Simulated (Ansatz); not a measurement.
C3H6Se, SMILES CC1C[Se]1, harmonic frequencies at the relaxed geometry

Program: Ansatz 0.2.0 through its Python package.

`freq_c3h6se.py`
```python
"""Harmonic frequencies of C3H6Se at its relaxed geometry."""

import itertools

import ansatz as az
from ase import Atoms
from ase.data import atomic_numbers, covalent_radii
from ase.thermochemistry import IdealGasThermo
import numpy as np

GEOMETRY = """
C    -0.70140    0.92580    0.15890
C     0.10670   -0.05930   -0.58350
C     0.84560   -0.96300    0.27050
Se   -0.58230   -1.86140   -0.57130
H    -1.51510    1.35750   -0.56870
H    -1.26500    0.54280    1.02510
H    -0.08390    1.81390    0.49180
H     0.65220    0.26200   -1.53230
H     0.76350   -0.79980    1.42130
H     1.86280   -1.26970   -0.10880
"""

mol = az.Crystal.molecule()
for line in GEOMETRY.strip().splitlines():
    symbol, *xyz = line.split()
    mol = mol.atom(symbol, [float(v) for v in xyz])

calc = mol.calculation()
calc = calc.basis(gaussian="def2-SVP").functional("B3LYP")
symbols = [site.symbol for site in mol.cartesian_sites]
start = np.array([site.position_ang for site in mol.cartesian_sites], dtype=float)
def progress(event):
    if event["event"] == "relax_step":
        row = event["data"]
        print(f"step {row['step']:3d}  E = {row['lagrangian_ev']:.6f} eV  largest force component {row['allowed_force_max_ev_ang']:.4f} eV/A")


summary = calc.relax(force_tolerance=0.003).session().plan().execute(on_event=progress).report
end = np.array(summary["positions_ang"])

# pairs closer than 1.2 times the sum of covalent radii, before or after
radius = [covalent_radii[atomic_numbers[s]] for s in symbols]
span = lambda where, i, j: np.linalg.norm(where[i] - where[j])
bonded = [(i, j) for i, j in itertools.combinations(range(len(symbols)), 2) if min(span(start, i, j), span(end, i, j)) < 1.2 * (radius[i] + radius[j])]
print("pair        before    after (A)")
for i, j in bonded:
    print(f"{symbols[i]}{i}-{symbols[j]}{j}".ljust(10), f"{span(start, i, j):8.4f} {span(end, i, j):8.4f}")
for first, second in list(itertools.combinations(bonded, 2)):
    shared = set(first) & set(second)
    if shared and symbols[(j := shared.pop())] != "H":
        i, k = sorted((set(first) | set(second)) - {j})
        u, v = end[i] - end[j], end[k] - end[j]
        angle = np.degrees(np.arccos(np.clip(u @ v / np.linalg.norm(u) / np.linalg.norm(v), -1, 1)))
        print(f"final angle {symbols[i]}{i}-{symbols[j]}{j}-{symbols[k]}{k}: {angle:.2f} deg")

# frequencies need a stationary point, so they are taken at the relaxed geometry
minimum = az.Crystal.molecule()
for symbol, place in zip(symbols, end):
    minimum = minimum.atom(symbol, place.tolist())
vibrating = minimum.calculation()
vibrating = vibrating.basis(gaussian="def2-SVP").functional("B3LYP")
vibrating = vibrating.phonons(temperatures=(298.15, 498.15, 100))
vib = vibrating.run(threads=1, pin="off").report["vibrations"]
sums = vib["harmonic_sums"]
modes = [m["omega_inv_cm"] for m in sums["modes_at_gamma"] if m["rigid_motion"] == "no"]
print("frequencies (1/cm):", " ".join(f"{w:.0f}" for w in modes))
print("imaginary modes:", sum(w < 0 for w in modes), " zero-point energy:", round(sums["zero_point_energy_ev"], 4), "eV")
# rigid rotor and ideal gas, symmetry number taken as one
gas = IdealGasThermo(vib_energies=[w / 8065.544 for w in modes if w > 0], geometry="linear" if len(modes) == 3 * len(symbols) - 5 else "nonlinear",
                     atoms=Atoms(symbols, positions=end), symmetrynumber=1, spin=0.0)
print(f"H(298 K) - E = {gas.get_enthalpy(298.15, verbose=False):.4f} eV")
print(f"S(298 K, 1 bar) = {96485.33 * gas.get_entropy(298.15, 1e5, verbose=False):.1f} J/(mol K) with symmetry number 1")
```

```console
$ python freq_c3h6se.py
step   1  E = -68548.247977 eV  largest force component 2.9184 eV/A
step   2  E = -68548.677116 eV  largest force component 0.9710 eV/A
step   3  E = -68548.728917 eV  largest force component 0.1834 eV/A
step   4  E = -68548.733066 eV  largest force component 0.0670 eV/A
step   5  E = -68548.733487 eV  largest force component 0.0402 eV/A
step   6  E = -68548.733662 eV  largest force component 0.0112 eV/A
step   7  E = -68548.733681 eV  largest force component 0.0054 eV/A
step   8  E = -68548.733683 eV  largest force component 0.0011 eV/A
pair        before    after (A)
C0-C1        1.4747   1.5090
C0-H4        1.1738   1.1005
C0-H5        1.1021   1.1004
C0-H6        1.1317   1.1054
C1-C2        1.4464   1.4739
C1-Se3       1.9294   2.0031
C1-H7        1.1406   1.0958
C2-Se3       1.8854   1.9874
C2-H8        1.1652   1.0948
C2-H9        1.1281   1.0940
final angle C1-C0-H4: 111.36 deg
final angle C1-C0-H5: 111.21 deg
final angle C1-C0-H6: 109.93 deg
final angle C0-C1-C2: 121.08 deg
final angle C0-C1-Se3: 118.35 deg
final angle C0-C1-H7: 114.86 deg
final angle H4-C0-H5: 108.12 deg
final angle H4-C0-H6: 107.71 deg
final angle H5-C0-H6: 108.39 deg
final angle C2-C1-Se3: 67.76 deg
final angle C2-C1-H7: 115.63 deg
final angle C1-C2-Se3: 68.90 deg
final angle C1-C2-H8: 118.04 deg
final angle C1-C2-H9: 119.04 deg
final angle Se3-C1-H7: 110.48 deg
final angle C1-Se3-C2: 43.35 deg
final angle Se3-C2-H8: 113.87 deg
final angle Se3-C2-H9: 114.05 deg
final angle H8-C2-H9: 114.69 deg
frequencies (1/cm): 236 256 388 492 563 850 880 924 980 1020 1067 1181 1183 1366 1405 1448 1466 1470 3016 3099 3118 3129 3149 3217
imaginary modes: 0  zero-point energy: 2.2258 eV
H(298 K) - E = 2.3846 eV
S(298 K, 1 bar) = 303.7 J/(mol K) with symmetry number 1
```

Caveats:
- Total energies depend on the basis set; only differences at equal settings carry meaning.
- The frequencies are harmonic and unscaled, in a modest basis.
- b3lyp holds the VWN-RPA fit, as in Gaussian; the form of ORCA and Turbomole is b3lyp5.
- The entropy takes a symmetry number of 1; a symmetric molecule's is lower by R ln(sigma).
- It ran for 4.3 min on 1 thread of Arm Neoverse V1, on a shared host, peak memory 0.36 GiB.
